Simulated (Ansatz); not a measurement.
**CH₃BrClIn: small, medium and large basis sets**

How large a basis does CH₃BrClIn need? Two functionals are run in growing sets.

Computed with Ansatz 0.2.0, Gaussian basis. Level: one geometry, several basis sets.

The runs, in order: PBE0-D4/def2-SVP; ωB97M-V/def2-SVP; PBE0-D4/def2-QZVPP; ωB97M-V/def2-QZVPP; the functionals' def2-TZVPP values are taken from earlier runs.

## Step 1: The relaxed structure

All runs share one geometry, relaxed beforehand with PBE0-D4 in a triple-zeta def2 set. In takes the def2 core potential; no spin-orbit term is included.

7 atoms, charge 0, spin multiplicity 1.

Atoms are counted from 1 here; the program's logs count them from 0.

Bond lengths: C1–In2 2.128 Å, C1–H5 1.089 Å, C1–H6 1.089 Å, C1–H7 1.090 Å, In2–Cl3 2.326 Å, In2–Br4 2.462 Å. Angles: In2–C1–H5 109.4°, In2–C1–H6 109.2°, In2–C1–H7 108.5°, H5–C1–H6 110.7°, H5–C1–H7 109.6°, H6–C1–H7 109.4°, C1–In2–Cl3 123.2°, C1–In2–Br4 124.9°, Cl3–In2–Br4 111.9°.

## Step 2: PBE0-D4 in def2-SVP

File in.yaml:

```yaml
crystal:
  periodic: [false, false, false]
  atoms:
    - {symbol: C, position_ang: [-0.131136, 1.135223, -0.020463]}
    - {symbol: In, position_ang: [0.121490, -0.976724, 0.035681]}
    - {symbol: Cl, position_ang: [1.857324, -2.020454, 1.178252]}
    - {symbol: Br, position_ang: [-1.347226, -2.603213, -1.086815]}
    - {symbol: H, position_ang: [-1.177561, 1.369012, -0.208114]}
    - {symbol: H, position_ang: [0.193297, 1.560215, 0.928102]}
    - {symbol: H, position_ang: [0.483811, 1.535940, -0.826642]}
basis:
  gaussian: {orbitals: def2-SVP}
hamiltonian: {xc: pbe0, dispersion: d4}
output: {orbitals: {seedname: orbitals}}
```

Further steps of the session: ωB97M-V in def2-SVP; PBE0-D4 in def2-QZVPP; ωB97M-V in def2-QZVPP.

Before running them: what should the planned runs give, taken together? Wanted: PBE0-D4: double and triple zeta above quadruple; ωB97M-V: double and triple zeta above quadruple.

**Answer**, as computed:

| quantity | value |
| --- | --- |
| PBE0-D4: double and triple zeta above quadruple | 16.22, 1.90 eV |
| ωB97M-V: double and triple zeta above quadruple | 16.14, 1.84 eV |

In words: PBE0-D4 gains 14.31 eV from double to triple zeta, then 1.90 eV more. Total energies overstate the basis error of differences, where much of it tends to cancel.
